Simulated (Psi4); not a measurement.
# SiH4Te (SMILES [SiH3][TeH]) at revTPSSh/LANL2DZ (density fitting, core potential, Cartesian functions)

Wanted: a geometry optimisation of SiH4Te. Input form: a Python script.

Program for the calculation: Psi4 1.11.

2 further runs of the same task are left out: 1 that didn't finish, 1 set aside as unsound or not needed.

## Step 1: The molecule

The species is SiH4Te (6 atoms), meant as a singlet with charge 0. As SMILES, `[SiH3][TeH]`. Geometry: relaxed at PBE0-D4/def2-TZVP. The run starts from this shape.

Bond lengths: Si1–Te2 2.494 Å, Si1–H3 1.484 Å, Si1–H4 1.484 Å, Si1–H5 1.484 Å, Te2–H6 1.658 Å. Angles: Si1–Te2–H6 91.7°, Te2–Si1–H3 111.4°, Te2–Si1–H4 104.9°, Te2–Si1–H5 111.4°, H3–Si1–H4 109.9°, H3–Si1–H5 109.3°, H4–Si1–H5 109.9°.

## Step 2: A geometry optimisation at revTPSSh/LANL2DZ (density fitting, core potential, Cartesian functions)

calc.py

```python
import psi4

psi4.set_memory('1600 MB')
psi4.set_num_threads(1)
psi4.core.set_output_file('h4site.out', False)

mol = psi4.geometry("""
Si
Te 1 2.493939
H 1 1.483955 2 111.44126
H 1 1.484005 3 109.8505 2 -115.82882
H 1 1.483951 3 109.30259 4 -120.61639
H 2 1.65804 1 91.68744 5 -60.88213
no_reorient
no_com
""")

psi4.set_options({
    'basis': 'LANL2DZ',
    'geom_maxiter': 40,
    'g_convergence': 'turbomole',
})

energy_value, wavefunction = psi4.optimize('REVTPSSH', molecule=mol, return_wfn=True)
print(f'total energy {energy_value:.8f} hartree = {energy_value * 27.211386:.5f} eV')
print(mol.to_string(dtype='xyz', units='Angstrom'))
for k, v in sorted(psi4.core.scalar_variables().items()):
    print(f'{k:45s} {v:18.10f}')
```

Run with:

```sh
$ python calc.py
```

Q: Predict the results. Wanted: total energy at the end; dipole moment; HOMO energy; LUMO energy; HOMO–LUMO gap.

Answer, from the run:

At revTPSSh/LANL2DZ (density fitting, core potential, Cartesian functions):

| quantity | value |
| --- | --- |
| total energy at the end | -14.32532 Eh |
| dipole moment | 0.95 D |
| HOMO energy | -5.99 eV |
| LUMO energy | -1.27 eV |
| HOMO–LUMO gap | 4.72 eV |

What this shows: At the final geometry: Bond lengths: Si1–Te2 2.580 Å, Si1–H3 1.478 Å, Si1–H4 1.477 Å, Si1–H5 1.478 Å, Te2–H6 1.677 Å. Angles: Si1–Te2–H6 91.8°, Te2–Si1–H3 110.8°, Te2–Si1–H4 104.9°, Te2–Si1–H5 110.8°, H3–Si1–H4 110.2°, H3–Si1–H5 109.9°, H4–Si1–H5 110.2°. The optimisation took 5 steps and changed the energy by -0.039 eV.
